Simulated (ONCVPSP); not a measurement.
**B: generating and testing an ONCV potential**

Aim: build the potential from the settings below, then test how well it stands in for the atom: other configurations, scattering, ghost states and the plane-wave cutoff that it needs.

Method: ONCVPSP 4.0.1, PBEsol, scalar-relativistic.

**1. Starting point**

Typed settings, in words:

```
element                 : boron (B, Z = 5)
type                    : optimised norm-conserving Vanderbilt (ONCV)
frozen core             : [He]
valence charge          : 3
reference configuration : 2s2 2p1
partial waves           : 2s: rc 1.10 bohr, ncon 3, nbas 8, qcut 4.7 1/bohr, 2 projectors, debl 1.5 Ha; 2p: rc 3.20 bohr, ncon 3, nbas 6, qcut 5.3 1/bohr, 2 projectors, debl 2.3 Ha; d scattering state at 0.44 Ha: rc 2.95 bohr, ncon 4, nbas 7, qcut 2.9 1/bohr, 2 projectors, debl 2.8 Ha
local potential         : polynomial inside 0.75 bohr (lpopt 5, dvloc0 3 Ha)
core correction         : polynomial model core, fcfact 0.45
```

The outer shells as boxes (Hund's rule for the drawing; the calculation is spin-unpolarised):

```
[He] core
2s [↑↓]
2p [↑ ][  ][  ]
```

An earlier all-electron run gives the scale for the radii.

All-electron outer shells of the reference configuration (PBEsol, scalar-relativistic, ld1.x):

| shell | level (eV) | outermost node (bohr) | outermost maximum (bohr) |
| --- | --- | --- | --- |
| 1s | -179.55 | – | 0.21 |
| 2s | -9.36 | 0.46 | 1.52 |
| 2p | -3.56 | – | 1.59 |

**2. Generating the potential**

B.dat

```
# ATOM AND REFERENCE CONFIGURATION
# atsym  z   nc   nv     iexc    psfile
  B 5.00    1    2  -116133      upf
#
#   n    l    f
    1    0    2.00
    2    0    2.00
    2    1    1.00
#
# PSEUDOPOTENTIAL AND OPTIMIZATION
# lmax
    2
#
#   l,   rc,      ep,       ncon, nbas, qcut
    0    1.10    0.00    3    8    4.70
    1    3.20    0.00    3    6    5.30
    2    2.95    0.44    4    7    2.90
#
# LOCAL POTENTIAL
# lloc, lpopt,  rc(5),   dvloc0
    4    5    0.75    3.00
#
# VANDERBILT-KLEINMAN-BYLANDER PROJECTORs
# l, nproj, debl
    0    2    1.50
    1    2    2.30
    2    2    2.80
#
# MODEL CORE CHARGE
# icmod, fcfact, rcfact
    1    0.45    0.00
#
# LOG DERIVATIVE ANALYSIS
# epsh1, epsh2, depsh
   -2.00    5.00    0.02
#
# OUTPUT GRID
# rlmax, drl
    6.00    0.01
#
# TEST CONFIGURATIONS
# ncnf
    4
# nvcnf
#   n    l    f
    2
    2    0    2.00
    2    1    0.00
#
    2
    2    0    1.00
    2    1    0.00
#
    2
    2    0    2.00
    2    1    0.50
#
    2
    2    0    1.00
    2    1    1.00
#
```

On the command line:

```
$ oncvpsp.x < B.dat > B.out
```

What the program wrote to B.out (without the consistency checks and plot data):

```text
ONCVPSP  (Optimized Norm-Conservinng Vanderbilt PSeudopotential)
scalar-relativistic version 4.0.1

#   n    l    f        energy (Ha)
    1    0    2.00    -6.5983106E+00
    2    0    2.00    -3.4401757E-01
    2    1    1.00    -1.3065645E-01

Reference configufation results
  iterations    23
  all-electron total energy (Ha)   -2.44697267D+01

Begin loop to  construct optimized pseudo wave functions
and semi-local pseudopoentials for all angular momenta

   Wellstate for l =  0  n =  3
     eigenvalue =   1.1560
     asymptotic potential =   1.6560
     half-point radius =  2.8523

Calculating optimized projector #   1

 for l=   0

    Fraction of norm inside rc  0.136769
    Optimizing pswf for qcut=   4.71 a_B^-1,  ecut=  11.08 Ha
    Residual kinetic energy error=  1.28D-03 Ha

    Energy error per electron        Cutoff
         Ha          eV             Ha
         0.01000     0.27211        6.67
         0.00100     0.02721       11.66
         0.00010     0.00272       47.96
         0.00001     0.00027      143.58

Calculating optimized projector #   2

 for l=   0

    Fraction of norm inside rc  0.118148
    Optimizing pswf for qcut=   4.71 a_B^-1,  ecut=  11.08 Ha
    Residual kinetic energy error=  4.20D-03 Ha

    Energy error per electron        Cutoff
         Ha          eV             Ha
         0.01000     0.27211        8.81
         0.00100     0.02721       56.01
         0.00010     0.00272      213.69

   Wellstate for l =  1  n =  5
     eigenvalue =   2.1693
     asymptotic potential =   2.6693
     half-point radius =  5.0197

Calculating optimized projector #   1

 for l=   1

    Fraction of norm inside rc  0.801689
    Optimizing pswf for qcut=   5.30 a_B^-1,  ecut=  14.05 Ha
    Residual kinetic energy error=  8.42D-09 Ha

    Energy error per electron        Cutoff
         Ha          eV             Ha
         0.01000     0.27211        4.53
         0.00100     0.02721        6.41
         0.00010     0.00272        7.97
         0.00001     0.00027        9.07

Calculating optimized projector #   2

 for l=   1

    Fraction of norm inside rc  0.271460
    Optimizing pswf for qcut=   5.30 a_B^-1,  ecut=  14.05 Ha
    Residual kinetic energy error=  1.49D-06 Ha

    Energy error per electron        Cutoff
         Ha          eV             Ha
         0.01000     0.27211        8.29
         0.00100     0.02721       10.11
         0.00010     0.00272       11.15
         0.00001     0.00027       12.24

   Wellstate for l =  2  n =  4
     eigenvalue =   0.4400
     asymptotic potential =   0.9400
     half-point radius =  8.8188

   Wellstate for l =  2  n =  6
     eigenvalue =   3.2400
     asymptotic potential =   3.7400
     half-point radius =  4.8426

Calculating optimized projector #   1

 for l=   2

    Fraction of norm inside rc  0.212844
    Optimizing pswf for qcut=   2.90 a_B^-1,  ecut=   4.20 Ha
    Residual kinetic energy error=  2.85D-04 Ha

    Energy error per electron        Cutoff
         Ha          eV             Ha
         0.01000     0.27211        1.82
         0.00100     0.02721        3.34
         0.00010     0.00272        6.04
         0.00001     0.00027       17.45

Calculating optimized projector #   2

 for l=   2

    Fraction of norm inside rc  0.258615
    Optimizing pswf for qcut=   2.90 a_B^-1,  ecut=   4.20 Ha
    Residual kinetic energy error=  5.28D-01 Ha

    Energy error per electron        Cutoff
         Ha          eV             Ha
         0.01000     0.27211        7.34
         0.00100     0.02721       22.44
         0.00010     0.00272       26.65
         0.00001     0.00027       32.70

Construct Vanderbilt / Kleinmman-Bylander projectors

B matrix Hermiticity error, ll=   0
   1   2    4.2436E-05

  Orthonormal projector coefficients  1.8209E+01  2.6447E+00

B matrix Hermiticity error, ll=   1
   1   2    7.8398E-06

  Orthonormal projector coefficients -1.5188E+00 -5.1056E-01

B matrix Hermiticity error, ll=   2
   1   2    1.7798E-05

  Orthonormal projector coefficients  4.1434E+00 -8.8937E-01

Model core correction analysis
  based on d2Exc/dn_idn_j

d2excae - all-electron derivatives

   -4.740645D-02   -3.862013D-02
   -3.888769D-02   -3.375073D-02

d2excps - pseudofunction derivatives with no core correction

   -4.808294D-02   -4.042486D-02
   -4.069084D-02   -3.514188D-02

rms 2nd derivative error    1.491751E-03

Polynomial model core charge

d2excps - pseudofunction derivatives with core correction

   -4.709157D-02   -3.997413D-02
   -4.023983D-02   -3.483476D-02

rms 2nd derivative error    1.110839E-03

Pseudoatom total energy   -2.571698

Diagnostic tests using Vanderbilt-Kleinman-Bylander pseudopotentials
  1 or more projectors used as specified by nproj input data

   l    rcore       rmatch      e in        delta e   norm test  slope test

   0   1.1035545   1.1370608  -0.3440176   0.0000134   0.9999948   0.9999094
   0   1.1035545   1.1370608   1.1559824   0.0010079   0.9998451   0.9998451

   1   3.2006216   3.2977994  -0.1306564  -0.0000004   1.0000057   1.0000065
   1   3.2006216   3.2977994   2.1693436   0.0000009   1.0000047   1.0000047

   2   2.9611512   3.0510582   0.4400000   0.0000016   1.0000021   1.0000021
   2   2.9611512   3.0510582   3.2400000   0.0000065   1.0000121   1.0000121

 Testing for bound ghosts
   n   l    E NL Schr. Eq   E Basis Diag.   E Cutoff

   1   0       -0.344004       -0.244701    213.17

   2   1       -0.130657       -0.130403     15.08

 Testing for highly-localized positive-energy ghosts
       l    <radius>/rc     E Basis Diag.   E Cutoff

       2        0.761563       12.294613     29.31  WARNING - GHOST(+)

Test configuration 0

   n   l     f        eae           eps        diff
   1   0  2.0000   -6.59831055
   2   0  2.0000   -0.34401757   -0.34400418    1.34D-05
   2   1  1.0000   -0.13065645   -0.13065686   -4.15D-07

    Total energies and differences
      AE_ref= -2.44697267D+01  AE_tst= -2.44697267D+01  dif=  0.00D+00
      PS_ref= -2.57169822D+00  PS_tst= -2.57169822D+00  dif=  3.11D-15
      PSP excitation error= -3.11D-15

Test configuration 1

   n   l     f        eae           eps        diff
   1   0  2.0000   -7.07542929
   2   0  2.0000   -0.71213256   -0.70693555    5.20D-03

    Total energies and differences
      AE_ref= -2.44697267D+01  AE_tst= -2.41706085D+01  dif=  2.99D-01
      PS_ref= -2.57169822D+00  PS_tst= -2.27570258D+00  dif=  2.96D-01
      PSP excitation error=  3.12D-03

Test configuration 2

   n   l     f        eae           eps        diff
   1   0  2.0000   -7.71810875
   2   0  1.0000   -1.14948505   -1.14074898    8.74D-03

    Total energies and differences
      AE_ref= -2.44697267D+01  AE_tst= -2.32422603D+01  dif=  1.23D+00
      PS_ref= -2.57169822D+00  PS_tst= -1.35422872D+00  dif=  1.22D+00
      PSP excitation error=  1.00D-02

Test configuration 3

   n   l     f        eae           eps        diff
   1   0  2.0000   -6.81220709
   2   0  2.0000   -0.51548085   -0.51414362    1.34D-03
   2   1  0.5000   -0.29434206   -0.29188564    2.46D-03

    Total energies and differences
      AE_ref= -2.44697267D+01  AE_tst= -2.43647926D+01  dif=  1.05D-01
      PS_ref= -2.57169822D+00  PS_tst= -2.46724630D+00  dif=  1.04D-01
      PSP excitation error=  4.82D-04

Test configuration 4

   n   l     f        eae           eps        diff
   1   0  2.0000   -7.09012001
   2   0  1.0000   -0.71594976   -0.71854889   -2.60D-03
   2   1  1.0000   -0.49113128   -0.48898036    2.15D-03

    Total energies and differences
      AE_ref= -2.44697267D+01  AE_tst= -2.39455247D+01  dif=  5.24D-01
      PS_ref= -2.57169822D+00  PS_tst= -2.04638169D+00  dif=  5.25D-01
      PSP excitation error= -1.11D-03
```

It took 4.3 s on 1 thread, shared host.

Partial waves on a coarse radial grid (AE all-electron, PS pseudo):

| r (bohr) | 2s AE | 2s PS |
| --- | --- | --- |
| 0.160 | -0.3051 | 0.0607 |
| 0.320 | -0.1943 | 0.1328 |
| 0.480 | 0.0256 | 0.2218 |
| 0.640 | 0.2442 | 0.3294 |
| 0.800 | 0.4251 | 0.4452 |
| 0.960 | 0.5610 | 0.5613 |
| 1.120 | 0.6532 | 0.6532 |
| 1.280 | 0.7075 | 0.7075 |
| 1.440 | 0.7314 | 0.7314 |
| 1.600 | 0.7318 | 0.7319 |
| 1.760 | 0.7152 | 0.7152 |
| 1.920 | 0.6865 | 0.6865 |
| 2.080 | 0.6498 | 0.6499 |
| 2.240 | 0.6084 | 0.6084 |
| 2.400 | 0.5644 | 0.5645 |
| 2.560 | 0.5198 | 0.5199 |
| 2.720 | 0.4758 | 0.4758 |
| 2.880 | 0.4332 | 0.4333 |
| 3.040 | 0.3927 | 0.3928 |
| 3.200 | 0.3547 | 0.3547 |
| 3.360 | 0.3193 | 0.3193 |
| 3.520 | 0.2867 | 0.2867 |
| 3.680 | 0.2568 | 0.2568 |
| 3.840 | 0.2296 | 0.2296 |
| 4.000 | 0.2049 | 0.2049 |
| 4.160 | 0.1826 | 0.1826 |

Densities times 4π (e/bohr³); a dash where the program caps the true core:

| r (bohr) | pseudo valence | true core | model core |
| --- | --- | --- | --- |
| 0.160 | 0.3052 | – | 9.254 |
| 0.480 | 0.5532 | 9.118 | 4.884 |
| 0.800 | 0.8542 | 0.5572 | 0.5572 |
| 1.120 | 0.9394 | 0.03726 | 0.03726 |
| 1.440 | 0.7256 | 0.002655 | 0.002655 |
| 1.760 | 0.4714 | 0.0001968 | 0.0001968 |
| 2.080 | 0.2826 | 1.507e-05 | 1.507e-05 |
| 2.400 | 0.1642 | 1.212e-06 | 1.212e-06 |
| 2.720 | 0.09467 | 1e-07 | 1e-07 |
| 3.040 | 0.05463 | 0 | 0 |
| 3.360 | 0.03162 | 0 | 0 |
| 3.680 | 0.01841 | 0 | 0 |
| 4.000 | 0.01081 | 0 | 0 |

**3. The configuration tests of the same run**

Energies count from the reference configuration 2s2 2p1; the error is all-electron less pseudo.

```tsv
valence configuration	charge	ΔE all-electron (eV)	error AE − PS (meV)
2s2 2p0	+1	8.139	+85
2s1 2p0	+2	33.401	+272
2s2 2p0.5	+0.5	2.855	+13
2s1 2p1	+1	14.264	-30
```

**4. Scattering by logarithmic derivatives**

Taken from the files of the generation run. The phase is arctan(r·R′/R) of the radial function R, unwrapped, with energies in Ha. A pole is an energy at which the radial function vanishes at the test radius. The pseudo phase is shifted by a multiple of π to meet the all-electron one at the reference energy. Levels narrower than the energy grid can be missing from the poles. The last column is the largest difference on the grid between −0.5 and +0.5 Ha.

| channel | radius (bohr) | reference (Ha) | poles AE | poles PS | window around the reference with phases within 0.05 rad (Ha) | largest difference near zero (rad) |
| --- | --- | --- | --- | --- | --- | --- |
| s | 1.12 | -0.34 | none | none | the whole range | 0.000 |
| p | 3.24 | -0.13 | 0.01, 1.49, 3.98 | 0.01, 1.49, 3.96 | the whole range | 0.010 |
| d | 3.00 | 0.44 | 1.16, 3.55 | 1.17, 3.56 | below 1.8 | 0.002 |

Phases (rad) along the scan:

| E (Ha) | p AE | p PS | d AE | d PS |
| --- | --- | --- | --- | --- |
| -1.98 | 1.382 | 1.382 | 1.379 | 1.379 |
| -1.62 | 1.357 | 1.356 | 1.357 | 1.357 |
| -1.26 | 1.317 | 1.317 | 1.326 | 1.326 |
| -0.90 | 1.246 | 1.246 | 1.278 | 1.279 |
| -0.54 | 1.054 | 1.053 | 1.195 | 1.196 |
| -0.18 | -0.835 | -0.836 | 1.000 | 1.002 |
| 0.18 | -1.836 | -1.839 | 0.235 | 0.237 |
| 0.54 | -3.351 | -3.377 | -1.097 | -1.097 |
| 0.90 | -4.452 | -4.454 | -1.452 | -1.450 |
| 1.26 | -4.644 | -4.644 | -1.612 | -1.607 |
| 1.62 | -4.748 | -4.748 | -1.788 | -1.771 |
| 1.98 | -4.869 | -4.869 | -2.491 | -2.351 |
| 2.34 | -5.273 | -5.273 | -4.280 | -4.242 |
| 2.70 | -7.364 | -7.365 | -4.545 | -4.541 |
| 3.06 | -7.689 | -7.690 | -4.638 | -4.638 |
| 3.42 | -7.780 | -7.781 | -4.695 | -4.695 |
| 3.78 | -7.831 | -7.832 | -4.743 | -4.740 |
| 4.14 | -7.873 | -7.875 | -4.799 | -4.787 |
| 4.50 | -7.918 | -7.924 | -4.895 | -4.848 |
| 4.86 | -7.990 | -8.009 | -5.223 | -4.956 |

**5. Plane-wave cutoff and ghosts**

From the same output: the cutoffs (Ha) at which the residual kinetic energy of the hardest occupied pseudo-wave falls to 1 and 0.1 mHa per electron are 12 Ha and 48 Ha.

The program's own ghost test: no bound ghost flagged; GHOST(+) flagged for d at 334.6 eV.

Cutoff (Ha) at which the first wave of each channel reaches a given error (Ha per electron):

| error | s | p | d |
| --- | --- | --- | --- |
| 1.0e-02 | 6.7 | 4.5 | 1.8 |
| 3.2e-03 | 9.3 | 5.5 | 2.6 |
| 1.0e-03 | 11.7 | 6.4 | 3.3 |
| 3.2e-04 | 22.3 | 7.2 | 4.1 |
| 1.0e-04 | 48.0 | 8.0 | 6.0 |
| 3.2e-05 | 96.7 | 8.5 | 14.3 |
| 1.0e-05 | 143.6 | 9.1 | 17.4 |

**6. Outcome**

```
                                                quantity                  value
  cutoffs for 1 and 0.1 mHa per electron, occupied waves        12 Ha and 48 Ha
                                            bound ghosts             none found
                                          GHOST(+) flags            d at 335 eV
                            largest test error (AE − PS)  +272 meV, for 2s1 2p0
largest phase difference near zero energy, channels read              0.010 rad
 rms error of d²Exc/dn², without and with the model core      1.49 and 1.11 mHa
```

By total energies transferability is poor: the largest error is 272 meV on 33.4 eV, for 2s1 2p0. The potential is soft on the atom at that tolerance: the looser tolerance needs 12 Ha. The tighter tolerance needs 48 Ha, and converged work needs a cutoff nearer that. At the looser tolerance the 2s wave is the slowest; 2p needs 6 Ha. It is free of bound ghosts as far as tested. Near zero energy the phases of the channels with partial waves agree within 0.010 rad. The program also flags highly localised states, GHOST(+) (d).
